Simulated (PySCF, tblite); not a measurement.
# C4H9ClO2Si: geometry, infrared bands and NMR shifts

Wanted: the infrared bands and NMR shifts of C4H9ClO2Si (`ClC[SiH]1OCCCO1`), by calculation.

The runs use tblite 0.8.0 and PySCF 2.14.0, with density-fitted response routines of our own; the level of theory stands in each step. All values are computed, except where a source is named. Atoms count from 0, in the outputs and in this text.

## (1) The molecule as given

17 atoms, charge 0, multiplicity 1; geometry from: force field or distance geometry start.

Bonds of the start (Å): Cl0–C1 1.78, C1–Si2 1.83, Si2–O3 1.68, O3–C4 1.42, C4–C5 1.53, C5–C6 1.53, C6–O7 1.43, O7–Si2 1.67, C1–H8 1.10, C1–H9 1.11, Si2–H10 1.49, C4–H11 1.09, C4–H12 1.10, C5–H13 1.09, C5–H14 1.10, C6–H15 1.10, C6–H16 1.09.

## (2) Optimising the geometry with GFN2-xTB

Job settings and geometry (Å):

```
{"job": {"kind": "relax", "xc": "GFN2-xTB", "basis": "xTB"}, "charge": 0, "multiplicity": 1}
Cl     3.607500     1.667100     0.277400
C      2.787900     0.090000     0.361300
Si     1.088000     0.195800    -0.305000
O      0.049600     1.184100     0.566800
C     -1.345000     1.072600     0.304700
C     -1.857600    -0.365600     0.389500
C     -1.109800    -1.255000    -0.607100
O      0.303400    -1.274200    -0.369800
H      3.407600    -0.627200    -0.193900
H      2.789300    -0.226400     1.423900
H      1.093800     0.719400    -1.698400
H     -1.872700     1.687900     1.036900
H     -1.563400     1.507800    -0.679100
H     -2.925700    -0.399300     0.197500
H     -1.674200    -0.730100     1.409300
H     -1.474000    -2.286600    -0.488900
H     -1.311600    -0.948100    -1.634900
```

The run is started by

```bash
> OMP_NUM_THREADS=1 python probes_run.py task.json out
```

One launch serves the whole session: the jobs run in the order shown.

**Question.** This job is followed by: GFN2-xTB harmonic vibrations, gas phase; GIAO PBE0/pcSseg-1 NMR shielding, non-relativistic, gas phase. What will the session give for the following? strongest single infrared mode (GFN2-xTB); zero-point energy (GFN2-xTB); 13C shifts against TMS (PBE0/pcSseg-1, means over atoms taken as alike); 1H shifts against TMS (PBE0/pcSseg-1, means over atoms taken as alike); 35Cl shifts against HCl (PBE0/pcSseg-1); 29Si shifts against TMS (PBE0/pcSseg-1); 17O shifts against H2O (PBE0/pcSseg-1, means over atoms taken as alike).

The runs gave:

| quantity | value |
| --- | --- |
| strongest single infrared mode (GFN2-xTB) | 1143 cm⁻¹, 344 km/mol |
| zero-point energy (GFN2-xTB) | 80.9 kcal/mol |
| 13C shifts against TMS (PBE0/pcSseg-1, means over atoms taken as alike) | 67.1, 36.0, 30.3 ppm |
| 1H shifts against TMS (PBE0/pcSseg-1, means over atoms taken as alike) | 4.94, 4.39, 4.21, 2.73, 2.19, 1.29 ppm |
| 35Cl shifts against HCl (PBE0/pcSseg-1) | -24 ppm |
| 29Si shifts against TMS (PBE0/pcSseg-1) | -24.6 ppm |
| 17O shifts against H2O (PBE0/pcSseg-1, means over atoms taken as alike) | 49.6 ppm |

The optimisation took 82 steps and gained 0.252 eV; among the close pairs (by a distance rule), C1–Si2 changed most, from 1.829 to 1.893 Å. All 45 modes are real, so the xTB geometry is a minimum. The strongest single mode, at 1143 cm⁻¹, has its largest shares on O7, O3, C6 and C4 (the list is cut at 4 atoms). GFN2-xTB is a fitted tight-binding method: band positions and strengths are rough. Its intensities can rank the bands wrongly. C4, C6 (mean) (sp3 CH2 bonded to O) lies farthest downfield among carbon, at 67.1 ppm; pulled downfield by the heteroatom. At PBE0/pcSseg-1: The largest span, 233 ppm, is at Cl0, where the paramagnetic term is -170 ppm.
